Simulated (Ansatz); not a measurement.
# BaMn2Bi2: the cost of one run

Method: DFT r²SCAN, scalar-relativistic, plane waves, PAW, in Ansatz 0.2.0.

4 further runs of the same task are left out: 1 that didn't finish, 3 set aside as unsound or not needed. Runs told in other sessions of the task aren't counted.

## (1) The starting structure

The structure is tetragonal, space group I4/mmm (No. 139). Conventional cell: a = 4.590 Å, b = 4.590 Å, c = 14.517 Å, α = 90.00°, β = 90.00°, γ = 90.00°. Ba (site symmetry 4/mmm) has 8 Bi at 3.75 Å and 8 Mn at 4.29 Å in its first shell of neighbours. Mn (site symmetry -4m2) is surrounded by 4 Bi at 2.88 Å and 4 Mn at 3.25 Å. Around Bi (site symmetry 4mm) lie 4 Mn at 2.88 Å.

Structure file:

```cif
data_structure
_symmetry_space_group_name_H-M 'I4/mmm'
_symmetry_Int_Tables_number 139
_cell_length_a 4.5901
_cell_length_b 4.5901
_cell_length_c 14.5174
_cell_angle_alpha 90.000
_cell_angle_beta 90.000
_cell_angle_gamma 90.000
_cell_volume 305.86
loop_
_atom_site_label
_atom_site_type_symbol
_atom_site_symmetry_multiplicity
_atom_site_Wyckoff_symbol
_atom_site_fract_x
_atom_site_fract_y
_atom_site_fract_z
_atom_site_occupancy
Ba1 Ba 2 a 0.00000 0.00000 0.00000 1
Mn1 Mn 4 d 0.50000 0.00000 0.25000 1
Bi1 Bi 4 e 0.00000 0.00000 0.37034 1
```

This cell comes from an earlier session at r²SCAN: 30.586 Å³/atom at -0.01 GPa, on a 12×12×12 mesh.

## (2) Antiferromagnetic, in the cell as typed

File input.yaml:

```yaml
crystal:
  lattice:
    - [-2.2950271217, 2.2950271217, 7.2587020093]
    - [2.2950271217, -2.2950271217, 7.2587020093]
    - [2.2950271217, 2.2950271217, -7.2587020093]
  atoms:
    - { symbol: Ba, position: [0.0, 0.0, 0.0] }
    - { symbol: Mn, position: [0.25, 0.75, 0.5], spin: 3.5 }
    - { symbol: Mn, position: [0.75, 0.25, 0.5], spin: -3.5 }
    - { symbol: Bi, position: [0.3703404753, 0.3703404753, 0.0] }
    - { symbol: Bi, position: [0.6296595247, 0.6296595247, 0.0] }
basis:
  ecutwfc: 500
  ecutrho_ratio: 4
kpoints:
  mp_grid: { grid: [12, 12, 12] }
hamiltonian:
  xc: r2scan
scf:
  occupations: { method: gaussian, width: 0.05 }
  lower_state_search: "off"
output:
  forces: true
  stress: true
  eigenvalues: true
  populations: true
magnetization:
  spin_polarized: true
```

The run is started by

```
$ ansatz run input.yaml --threads 4 --pin off --max-ram 10240MiB --backend cpu --events-out ev --progress --plain --runs-dir out
```

Q: Estimate wall time and peak memory on 4 threads of Arm Neoverse V1, shared host.

About 3.3 min, with a peak of 2.4 GiB.
